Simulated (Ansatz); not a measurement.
Crystal: CuO2.

```
Cu O
1.0
     1.41261   -5.21075    0.00000
     1.41261    5.21075    0.00000
     0.00000    0.00000    4.34342
Cu O
2 4
Direct
  0.16725 0.83275 0.75000
  0.83275 0.16725 0.25000
  0.78897 0.21103 0.75000
  0.21103 0.78897 0.25000
  0.55149 0.44851 0.75000
  0.44851 0.55149 0.25000
```

The cell comes from a database or a generator and needn't be the stable form of this composition.

- Program: Ansatz 0.2.0
- Task: relaxation of cell and atoms
- Functional: PBE
- Potentials or basis: Ansatz PAW
- Cutoff: 420 eV (not typed: the program's choice for these potentials)
- k mesh: 10 × 10 × 6
- Occupations: fermi-dirac, width 0.05 eV
- Spin: no spin polarisation

At the start: volume 10.66 Å³/atom.

Question: Where does the relaxation end?

Answer: It ends after 12 steps and the volume is 10.46 Å³/atom (-1.8 %); space group Cmcm (No. 63, to 0.05 Å).

The path:
```
step  energy change (eV)  largest force (eV/Å)  volume (Å³)
   1              0.0000                0.2488        63.94
   2             -0.0121                0.1653        63.47
   3             -0.0215                0.0650        62.96
   4             -0.0236                0.0716        63.20
   5             -0.0244                0.0598        63.14
   6             -0.0262                0.0068        62.96
   7             -0.0261                0.0038        62.98
   8             -0.0225                0.0040        62.98
   9             -0.0233                0.0071        62.87
  10             -0.0228                0.0071        62.87
  11             -0.0233                0.0017        62.79
  12             -0.0229                0.0017        62.79
```

Final structure:
```
Cu O
1.0
     1.39981   -5.08748    0.00000
     1.39981    5.08748    0.00000
     0.00000    0.00000    4.40839
Cu O
2 4
Direct
  0.15957 0.84043 0.75000
  0.84043 0.15957 0.25000
  0.78164 0.21836 0.75000
  0.21836 0.78164 0.25000
  0.54028 0.45972 0.75000
  0.45972 0.54028 0.25000
```

Caveat: the plane-wave basis is chosen anew once the cell has moved, so the energies of steps on either side of that aren't comparable; the pressure holds a Pulay correction of +0.8 GPa for the finite cutoff; the run has no spin polarisation, though such a crystal can be magnetic.
